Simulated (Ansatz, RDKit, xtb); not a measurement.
**Isomers of C3H6N2SSi, a sample narrowed down**

A sample of isomers of C3H6N2SSi is drawn. Aim: find which of them has the lowest free energy at 298.15 K, then its properties. The sample is small against all isomers, and the most stable one of this formula need not be in it.

The funnel: GFN2-xTB relaxations, single points with a density functional, relaxations at r2SCAN-D4/def2-SVP, harmonic vibrations (at GFN2-xTB), and a last energy at a higher level. All values are calculated.

## 1. Drawing up candidates

Isomers were taken from a list of plausible structures; this is a sample, not all of them. That gives 6 candidates.

```tsv
label	SMILES	spin
c036	[SiH3]c1ccn(S)n1	singlet
c286	[SiH3]c1[nH]ncc1S	singlet
c553	[SiH3]n1cc(S)cn1	singlet
c845	[SiH3]c1ccnn1S	singlet
c958	[SiH3]c1n[nH]cc1S	singlet
c998	[SiH3]c1cnn(S)c1	singlet
```

Candidates are built by distance geometry, with a force field where one applies, in up to four conformers (letters a to d).

## 2. Cheap relaxation of all starts

All 6 starts are relaxed the same way. One of them, c553a (taken from a list of positional isomers, embedded by distance geometry and MMFF94), in full:

start.xyz

```xyz
13
c553a
C      0.089703     1.699176    -0.461632
C      1.304560     1.822889     0.200710
C      1.841007     0.507314     0.235607
N     -0.049538     0.401934    -0.739133
N      1.018437    -0.403419    -0.335125
S      2.062726     3.232899     0.790263
Si    -1.462766    -0.297966    -1.600804
H     -2.414404     0.765447    -1.912030
H     -2.152362    -1.273691    -0.705590
H     -1.025166    -0.963233    -2.870298
H     -0.628125     2.481276    -0.725511
H      1.129266     4.141937     0.517676
H      2.742474     0.156800     0.688860
```

The run is started by

```bash
xtb start.xyz --gfn 2 --opt
```

Log, cut to the lines that bear on the results:

```text
* xtb version 6.7.1
[...]
          :  # basis functions                  46          :
[...]
          :  # electrons                        38          :
[...]
          :  Hamiltonian                  GFN2-xTB          :
[...]
          :  net charge                          0          :
          :  unpaired electrons                  0          :
[...]
   *** convergence criteria satisfied after 13 iterations ***
[...]
   *** GEOMETRY OPTIMIZATION CONVERGED AFTER 9 ITERATIONS ***
[...]
   *** convergence criteria satisfied after 3 iterations ***
[...]
         ::                     SUMMARY                     ::
         :::::::::::::::::::::::::::::::::::::::::::::::::::::
         :: total energy             -20.312967383037 Eh    ::
         :: gradient norm              0.000701004386 Eh/a0 ::
         :: HOMO-LUMO gap              3.510492245199 eV    ::
         ::.................................................::
         :: SCC energy               -20.546538127446 Eh    ::
         :: -> isotropic ES            0.026709976385 Eh    ::
         :: -> anisotropic ES          0.000980799046 Eh    ::
         :: -> anisotropic XC          0.013499280558 Eh    ::
         :: -> dispersion             -0.011207240972 Eh    ::
         :: repulsion energy           0.233570744408 Eh    ::
         :: add. restraining           0.000000000000 Eh    ::
         :: total charge              -0.000000000000 e     ::
         :::::::::::::::::::::::::::::::::::::::::::::::::::::
[...]
        19        2.0000           -0.3661507              -9.9635 (HOMO)
        20                         -0.2371425              -6.4530 (LUMO)
[...]
     #   Z          covCN         q      C6AA      α(0)
     1   6 C        3.055    -0.014    28.304     8.725
     2   6 C        3.063     0.021    27.469     8.594
     3   6 C        3.112     0.032    27.136     8.534
     4   7 N        2.925    -0.083    22.845     7.099
     5   7 N        2.067    -0.227    26.667     7.660
     6  16 S        1.929    -0.249   151.730    20.732
     7  14 Si       3.652     0.488    97.792    18.958
     8   1 H        0.918    -0.077     4.835     3.439
     9   1 H        0.920    -0.059     4.325     3.253
    10   1 H        0.920    -0.059     4.317     3.250
    11   1 H        0.926     0.024     2.672     2.556
    12   1 H        0.923     0.162     1.312     1.792
    13   1 H        0.926     0.040     2.452     2.449
[...]
     #   Z sym  total        # sym  WBO       # sym  WBO       # sym  WBO
 ---------------------------------------------------------------------------
     1   6 C    3.960 --     2 C    1.492     4 N    1.268    11 H    0.971
                             5 N    0.148
     2   6 C    3.946 --     1 C    1.492     3 C    1.289     6 S    1.035
     3   6 C    3.980 --     5 N    1.548     2 C    1.289    13 H    0.968
     4   7 N    3.596 --     1 C    1.268     5 N    1.213     7 Si   0.858
     5   7 N    3.002 --     3 C    1.548     4 N    1.213     1 C    0.148
     6  16 S    2.133 --     2 C    1.035    12 H    0.960
     7  14 Si   3.625 --     8 H    0.898    10 H    0.898     9 H    0.898
                             4 N    0.858
     8   1 H    0.994 --     7 Si   0.898
     9   1 H    0.996 --     7 Si   0.898
    10   1 H    0.996 --     7 Si   0.898
    11   1 H    0.999 --     1 C    0.971
[...]
molecular dipole:
                 x           y           z       tot (Debye)
 q only:       -1.343      -0.197      -0.727
   full:       -1.304       0.155      -0.649       3.724
molecular quadrupole (traceless):
[...]
          | TOTAL ENERGY              -20.312967383037 Eh   |
          | GRADIENT NORM               0.000701004386 Eh/α |
          | HOMO-LUMO GAP               3.510492245199 eV   |
           -------------------------------------------------
[...]
```

It took 0.086 s on 2 threads of Intel Xeon 6975P-C (Granite Rapids), shared host.

## 3. The minima found

6 of the 6 relaxations converged. 6 distinct structures remain:

```tsv
label	start	SMILES after	spin	energy (kcal/mol)
c553a	drawn	[SiH3]n1cc(S)cn1	singlet	0.0
c286a	drawn	[SiH3]c1[nH]ncc1S	singlet	19.4
c958a	drawn	[SiH3]c1n[nH]cc1S	singlet	21.7
c845a	drawn	[SiH3]c1ccnn1S	singlet	24.7
c998a	drawn	[SiH3]c1cnn(S)c1	singlet	26.0
c036a	drawn	[SiH3]c1ccn(S)n1	singlet	27.0
```

## 4. Single points on the low minima

A choice of the minima (the low ones first, few conformers of a pattern, up to a cap) and the lowest that fell apart get a single point at r2SCAN-D4/def2-SVP on the tight-binding geometry, and one at HF/STO-3G for comparison. The lowest singlets are also tried as triplets at the same geometry (label ending in t). The first, c553a:

input.yaml

```yaml
crystal:
  periodic: [false, false, false]
  atoms:
    - {symbol: C, position_ang: [0.084268, 1.757059, -0.455116]}
    - {symbol: C, position_ang: [1.296811, 1.819916, 0.186483]}
    - {symbol: C, position_ang: [1.756383, 0.486243, 0.206417]}
    - {symbol: "N", position_ang: [-0.135089, 0.460536, -0.782465]}
    - {symbol: N, position_ang: [0.889138, -0.305065, -0.374763]}
    - {symbol: S, position_ang: [2.123886, 3.221818, 0.846474]}
    - {symbol: Si, position_ang: [-1.464317, -0.348942, -1.602444]}
    - {symbol: H, position_ang: [-2.391264, 0.737919, -1.919467]}
    - {symbol: H, position_ang: [-2.023800, -1.306408, -0.655476]}
    - {symbol: H, position_ang: [-0.903368, -0.976821, -2.792784]}
    - {symbol: H, position_ang: [-0.624269, 2.522625, -0.697753]}
    - {symbol: H, position_ang: [1.177901, 4.094970, 0.504399]}
    - {symbol: H, position_ang: [2.669530, 0.107514, 0.619487]}
basis:
  gaussian:
    orbitals: def2-SVP
hamiltonian:
  xc: r2scan
  dispersion: d4
scf:
  lower_state_search: off
output: {orbitals: {seedname: orbitals}}
```

The run is started by

```bash
ansatz run input.yaml --threads 2 --pin off --max-ram 5220MiB --events-out events.jsonl --progress --plain --runs-dir runs
```

Log, cut to the lines that bear on the results:

```text
Warning: RAYON_NUM_THREADS=2 ignored (pool sized by the plan → 2); use --threads N
Functional definition: r2SCAN
  name "r2SCAN"
[...]
1567 factors; their error is unknown
[...]
mean field -24885.70141958 eV, -914.5326590352 hartree, gradient 2.5e-6 eV, S^2 0.000000; 0 other end points of the search recorded, 0 dependent functions left out
reference -24885.70143052 eV, -914.5326594375 hartree; 34, 34 occupied and 102, 102 virtual orbitals, 1567 factors
Total energy: -24885.80175881 eV, -914.5363464342 hartree
Checks for a lower state left out: stability, starts, cluster_reference, orbital_swaps, neighbouring_geometries, increment
```

It took 1.9 s on 2 threads of Intel Xeon 6975P-C (Granite Rapids), shared host.

Relative energies in kcal/mol, each column from its lowest structure that stays in one piece:

```tsv
label	SMILES	spin	GFN2-xTB	HF/STO-3G	r2SCAN-D4/def2-SVP
c553a	[SiH3]n1cc(S)cn1	singlet	0.0	0.0	0.0
c286a	[SiH3]c1[nH]ncc1S	singlet	19.4	15.5	5.6
c958a	[SiH3]c1n[nH]cc1S	singlet	21.7	15.7	7.6
c998a	[SiH3]c1cnn(S)c1	singlet	26.0	21.8	22.6
c845a	[SiH3]c1ccnn1S	singlet	24.7	22.0	22.8
c036a	[SiH3]c1ccn(S)n1	singlet	27.0	22.1	24.0
c553at	[SiH3]n1cc(S)cn1	triplet	–	–	95.2
c286at	[SiH3]c1[nH]ncc1S	triplet	–	–	97.7
c958at	[SiH3]c1n[nH]cc1S	triplet	–	–	106.6
```

## 5. Refinement at r2SCAN-D4/def2-SVP

6 candidates are relaxed at r2SCAN-D4/def2-SVP (chosen among the lowest in one piece). The first, c553a:

Changes to input.yaml since step 4:

```diff
@@ -23,3 +23,4 @@
 scf:
-  lower_state_search: off
-output: {orbitals: {seedname: orbitals}}
+  lower_state_search: "off"
+relax:
+  f_tol: 0.006
```

The run is started by

```bash
ansatz run input.yaml --threads 2 --pin off --max-ram 5220MiB --events-out events.jsonl --progress --plain --runs-dir runs
```

Log, cut to the lines that bear on the results:

```text
Warning: RAYON_NUM_THREADS=2 ignored (pool sized by the plan → 2); use --threads N
[...]
[... 2 set-up lines as earlier in the session ...]
[...]
1567 factors; their error is unknown
[...]
mean field -24885.70141781 eV, -914.5326589702 hartree, gradient 6.4e-6 eV, S^2 0.000000; 0 other end points of the search recorded, 0 dependent functions left out
[...]
reference -24885.70142875 eV, -914.5326593724 hartree; 34, 34 occupied and 102, 102 virtual orbitals, 1567 factors
relax step   1: F+E_penalty+E_count = -24885.80174610 eV  Δ(F+E_penalty+E_count) = +0.000e0 eV  max|allowed force component| = 1.448e0 eV/Å  Δτ_max = 0.0000 Å  (19 SCF iters, accepted)
[...]
relax step   6: F+E_penalty+E_count = -24885.90510825 eV  Δ(F+E_penalty+E_count) = -4.989e-5 eV  max|allowed force component| = 1.399e-2 eV/Å  Δτ_max = 0.0020 Å  (24 SCF iters, accepted)
[...]
Atom 4 at     0.910368    -0.321652    -0.363043 Å, force    -0.002111    -0.000529    -0.001871 eV/Å
Atom 5 at     2.164371     3.230591     0.860265 Å, force    -0.000006     0.001267     0.001685 eV/Å
Atom 6 at    -1.465928    -0.365833    -1.605957 Å, force    -0.001218    -0.001048     0.000991 eV/Å
Atom 7 at    -2.432263     0.716574    -1.940828 Å, force     0.000893    -0.000257     0.000505 eV/Å
Atom 8 at    -2.080915    -1.362611    -0.691300 Å, force    -0.000083     0.000036    -0.000570 eV/Å
Atom 9 at    -0.959348    -1.026091    -2.837036 Å, force    -0.000072     0.000737     0.000226 eV/Å
Atom 10 at    -0.645078     2.545545    -0.708911 Å, force     0.002197    -0.000309    -0.001834 eV/Å
Atom 11 at     1.228241     4.151582     0.547109 Å, force    -0.000103    -0.000502     0.000336 eV/Å
Atom 12 at     2.700775     0.122813     0.642075 Å, force     0.000903     0.000110    -0.000512 eV/Å
Dipole moment:    -0.458564     0.275093    -0.190383 e Å
Checks for a lower state left out: stability, starts, cluster_reference, orbital_swaps, neighbouring_geometries, increment
```

Wall time 14 s (2 threads of Intel Xeon 6975P-C (Granite Rapids), shared host).

Energy change by step (eV): 0.0000, -0.0942, -0.1029, -0.1032, -0.1033, -0.1034, -0.1034.

After the run. Bond lengths: C1–C2 1.386 Å, C2–C3 1.423 Å, C1–N4 1.374 Å, C3–N5 1.327 Å, N4–N5 1.354 Å, C2–S6 1.760 Å, N4–Si7 1.781 Å, Si7–H8 1.489 Å, Si7–H9 1.486 Å, Si7–H10 1.486 Å, C1–H11 1.089 Å, S6–H12 1.350 Å, C3–H13 1.091 Å. Some angles: C1–C2–C3 104.3°, C1–C2–S6 130.6°, C3–C2–S6 125.1°, C2–C1–N4 106.8°, C2–C3–N5 111.6°, C1–N4–N5 111.6°, C1–N4–Si7 131.4°, N5–N4–Si7 117.0°, C3–N5–N4 105.7°, C2–C1–H11 131.2°.

## 6. Ranking at r2SCAN-D4/def2-SVP

```tsv
label	spin	r2SCAN-D4/def2-SVP (kcal/mol)	r2SCAN-D4/def2-SVP, relaxed (kcal/mol)	time
c553a	singlet	0.0	0.0	14 s
c286a	singlet	5.6	4.5	57 s
c958a	singlet	7.6	8.0	15 s
c845a	singlet	22.8	19.4	43 s
c998a	singlet	22.6	20.2	91 s
c036a	singlet	24.0	24.5	14 s
```

c553a: Bond lengths: C1–C2 1.386 Å, C2–C3 1.423 Å, C1–N4 1.374 Å, C3–N5 1.327 Å, N4–N5 1.354 Å, C2–S6 1.760 Å, N4–Si7 1.781 Å, Si7–H8 1.489 Å, Si7–H9 1.486 Å, Si7–H10 1.486 Å, C1–H11 1.089 Å, S6–H12 1.350 Å, C3–H13 1.091 Å. Some angles: C1–C2–C3 104.3°, C1–C2–S6 130.6°, C3–C2–S6 125.1°, C2–C1–N4 106.8°, C2–C3–N5 111.6°, C1–N4–N5 111.6°, C1–N4–Si7 131.4°, N5–N4–Si7 117.0°, C3–N5–N4 105.7°, C2–C1–H11 131.2°.

c286a: Bond lengths: C1–C3 1.401 Å, C2–C3 1.416 Å, C1–N4 1.363 Å, C2–N5 1.332 Å, N4–N5 1.338 Å, C3–S6 1.767 Å, C1–Si7 1.870 Å, Si7–H8 1.490 Å, Si7–H9 1.490 Å, Si7–H10 1.496 Å, N4–H11 1.015 Å, C2–H12 1.090 Å, S6–H13 1.355 Å. Some angles: C1–C3–C2 105.4°, C1–C3–S6 125.3°, C2–C3–S6 129.2°, C3–C1–N4 104.2°, C3–C1–Si7 129.5°, N4–C1–Si7 126.2°, C3–C2–N5 111.2°, C1–N4–N5 114.5°, C2–N5–N4 104.6°, C3–C2–H12 128.3°.

c958a: Bond lengths: C1–C3 1.430 Å, C2–C3 1.388 Å, C1–N4 1.345 Å, C2–N5 1.363 Å, N4–N5 1.330 Å, C3–S6 1.760 Å, C1–Si7 1.873 Å, Si7–H8 1.495 Å, Si7–H9 1.489 Å, Si7–H10 1.495 Å, N5–H11 1.014 Å, C2–H12 1.089 Å, S6–H13 1.350 Å. Some angles: C1–C3–C2 105.2°, C1–C3–S6 124.6°, C2–C3–S6 130.3°, C3–C1–N4 110.1°, C3–C1–Si7 129.3°, N4–C1–Si7 120.6°, C3–C2–N5 105.6°, C1–N4–N5 105.4°, C2–N5–N4 113.8°, C3–C2–H12 132.1°.

c845a: Bond lengths: C1–C2 1.391 Å, C2–C3 1.416 Å, C3–N4 1.330 Å, C1–N5 1.382 Å, N4–N5 1.344 Å, N5–S6 1.715 Å, C1–Si7 1.871 Å, Si7–H8 1.491 Å, Si7–H9 1.492 Å, Si7–H10 1.493 Å, C2–H11 1.089 Å, C3–H12 1.091 Å, S6–H13 1.358 Å. Some angles: C1–C2–C3 105.4°, C2–C1–N5 104.4°, C2–C1–Si7 131.1°, N5–C1–Si7 124.5°, C2–C3–N4 111.9°, C3–N4–N5 104.3°, C1–N5–N4 113.9°, C1–N5–S6 125.1°, N4–N5–S6 120.9°, C1–C2–H11 126.6°.

[end of part 1 of 2]
